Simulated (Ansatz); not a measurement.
# Hf2SnC: the cost of one run

Method: DFT r2SCAN, scalar-relativistic, plane waves, PAW, in Ansatz 0.2.0.

## 1. The system as given

Symmetry: P6_3/mmc, No. 194, hexagonal system. Conventional cell: a = 3.336 Å, b = 3.336 Å, c = 14.380 Å, α = 90.00°, β = 90.00°, γ = 120.00°. Hf (site symmetry 3m) has 3 C at 2.28 Å as nearest neighbours. Around Sn (site symmetry -6m2) lie 6 Hf at 3.06 Å and 6 Sn at 3.34 Å. C (site symmetry -3m) has 6 Hf at 2.28 Å as nearest neighbours.

As a file:

```cif
data_structure
_symmetry_space_group_name_H-M 'P6_3/mmc'
_symmetry_Int_Tables_number 194
_cell_length_a 3.3360
_cell_length_b 3.3360
_cell_length_c 14.3801
_cell_angle_alpha 90.000
_cell_angle_beta 90.000
_cell_angle_gamma 120.000
_cell_volume 138.59
loop_
_atom_site_label
_atom_site_type_symbol
_atom_site_symmetry_multiplicity
_atom_site_Wyckoff_symbol
_atom_site_fract_x
_atom_site_fract_y
_atom_site_fract_z
_atom_site_occupancy
Hf1 Hf 4 f 0.33333 0.66667 0.08492 1
Sn1 Sn 2 d 0.33333 0.66667 0.75000 1
C1 C 2 a 0.00000 0.00000 0.00000 1
```

It goes back to an entry of the Materials Project, which need not be the stable form.

It is the result of an earlier relaxation at this level (volume 17.32 Å³/atom; gap on the mesh: none (metal)).

## 2. A stricter relaxation, with the smearing for a metal

Response functions are second derivatives at a minimum, so forces and stress are first brought close to zero on the mesh and occupations that the response runs use.

Contents of input.yaml:

```yaml
crystal:
  lattice:
    - [3.3360051215, 0.0, 0.0]
    - [-1.6680025607, 2.8890651824, 0.0]
    - [0.0, 0.0, 14.3800966444]
  atoms:
    - { symbol: Hf, position: [0.3333333333, 0.6666666667, 0.0849212159] }
    - { symbol: Hf, position: [0.6666666667, 0.3333333333, 0.5849212159] }
    - { symbol: Hf, position: [0.6666666667, 0.3333333333, 0.9150787841] }
    - { symbol: Hf, position: [0.3333333333, 0.6666666667, 0.4150787841] }
    - { symbol: Sn, position: [0.3333333333, 0.6666666667, 0.75] }
    - { symbol: Sn, position: [0.6666666667, 0.3333333333, 0.25] }
    - { symbol: C, position: [0.0, 0.0, 0.0] }
    - { symbol: C, position: [0.0, 0.0, 0.5] }
basis:
  ecutwfc: 500
kpoints:
  mp_grid: { grid: [12, 12, 4] }
hamiltonian:
  xc: r2scan
scf:
  occupations: { method: fermi_dirac, width: 0.15 }
output:
  forces: true
  stress: true
  eigenvalues: true
relax:
  adjacent_minimum: "off"
  f_tol: 0.001
  max_steps: 60
  cell: { stress_tol: 0.01 }
```

Launch:

```console
$ ansatz run input.yaml --threads 4 --pin off --max-ram 10240MiB --backend cpu --events-out ev --progress --plain --runs-dir out
```

**Question.** How long does this run take on 4 threads of Intel Xeon at 2.70GHz, shared host, and how much memory does it need?

About 1.9 min, with a peak of 1.3 GiB.
